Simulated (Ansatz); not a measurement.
# Al7InAs8: the cost of one run

Computed with Ansatz 0.2.0 (DFT PBEsol, scalar-relativistic, plane waves, PAW, unless a step's input says otherwise).

That is the level of the relaxation; later steps name their own.

2 further runs of the same task are left out: 2 set aside as unsound or not needed.

## 1. The starting structure

The structure is cubic, space group F-43m (No. 216). Conventional cell: a = 11.448 Å, b = 11.448 Å, c = 11.448 Å, α = 90.00°, β = 90.00°, γ = 90.00°. In (site symmetry -43m) is surrounded by 4 As at 2.58 Å. Around Al (site symmetry 2mm) lie 4 As at 2.45 to 2.48 Å. Al (site symmetry -43m) has 4 As at 2.48 Å as nearest neighbours. As (site symmetry 3m) has 3 Al at 2.45 Å and 1 In at 2.58 Å as nearest neighbours. As (site symmetry 3m) is surrounded by 4 Al at 2.48 Å.

As a file:

```cif
data_structure
_symmetry_space_group_name_H-M 'P 1'
_symmetry_Int_Tables_number 1
_cell_length_a 8.0947
_cell_length_b 8.0947
_cell_length_c 8.0947
_cell_angle_alpha 60.000
_cell_angle_beta 60.000
_cell_angle_gamma 60.000
_cell_volume 375.05
loop_
_atom_site_label
_atom_site_type_symbol
_atom_site_fract_x
_atom_site_fract_y
_atom_site_fract_z
_atom_site_occupancy
In1 In 0.50000 0.00000 0.00000 1
Al1 Al 0.50043 0.00043 0.49957 1
Al2 Al 0.50043 0.49957 0.00043 1
Al3 Al 0.50043 0.49957 0.49957 1
Al4 Al 0.99957 0.00043 0.00043 1
Al5 Al 0.99957 0.00043 0.49957 1
Al6 Al 0.99957 0.49957 0.00043 1
Al7 Al 0.00000 0.50000 0.50000 1
As1 As 0.36971 0.39088 0.86971 1
As2 As 0.37496 0.37501 0.37501 1
As3 As 0.36971 0.86971 0.86971 1
As4 As 0.36971 0.86971 0.39088 1
As5 As 0.87501 0.37501 0.87496 1
As6 As 0.87501 0.37501 0.37501 1
As7 As 0.89088 0.86971 0.86971 1
As8 As 0.87501 0.87496 0.37501 1
```

It is the result of an earlier relaxation at this level (volume 23.44 Å³/atom; gap on the mesh: 1.34 eV).

## 2. Band edges over the whole zone

input.yaml reads:

```yaml
crystal:
  lattice:
    - [5.7238382079, -5.7238382079, 0.0]
    - [5.7238382079, 0.0, 5.7238382079]
    - [0.0, -5.7238382079, 5.7238382079]
  atoms:
    - { symbol: In, position: [0.5, 0.0, 0.0] }
    - { symbol: Al, position: [0.5004298045, 0.0004298045, 0.4995701955] }
    - { symbol: Al, position: [0.5004298045, 0.4995701955, 0.0004298045] }
    - { symbol: Al, position: [0.5004298045, 0.4995701955, 0.4995701955] }
    - { symbol: Al, position: [-0.0004298045, 0.0004298045, 0.0004298045] }
    - { symbol: Al, position: [-0.0004298045, 0.0004298045, 0.4995701955] }
    - { symbol: Al, position: [-0.0004298045, 0.4995701955, 0.0004298045] }
    - { symbol: Al, position: [0.0, 0.5, 0.5] }
    - { symbol: As, position: [0.3697064445, 0.3908806665, 0.8697064445] }
    - { symbol: As, position: [0.3749564739, 0.3750145087, 0.3750145087] }
    - { symbol: As, position: [0.3697064445, 0.8697064445, 0.8697064445] }
    - { symbol: As, position: [0.3697064445, 0.8697064445, 0.3908806665] }
    - { symbol: As, position: [0.8750145087, 0.3750145087, 0.8749564739] }
    - { symbol: As, position: [0.8750145087, 0.3750145087, 0.3750145087] }
    - { symbol: As, position: [0.8908806665, 0.8697064445, 0.8697064445] }
    - { symbol: As, position: [0.8750145087, 0.8749564739, 0.3750145087] }
basis:
  ecutwfc: 420
kpoints:
  mp_grid: { grid: [4, 4, 4] }
  band_path: { path: [VBM, CBM], npoints: 2 }
hamiltonian:
  xc: pbesol
scf:
  occupations: { method: gaussian, width: 0.02 }
output:
  forces: true
  stress: true
  eigenvalues: true
```

Command:

```
$ ansatz run input.yaml --threads 4 --pin off --max-ram 10240MiB --backend cpu --events-out ev --progress --plain --runs-dir out
```

**Question.** How long does this run take on 4 threads of Arm Neoverse V2, shared host, and how much memory does it need?

About 63 s, with a peak of 1.3 GiB.
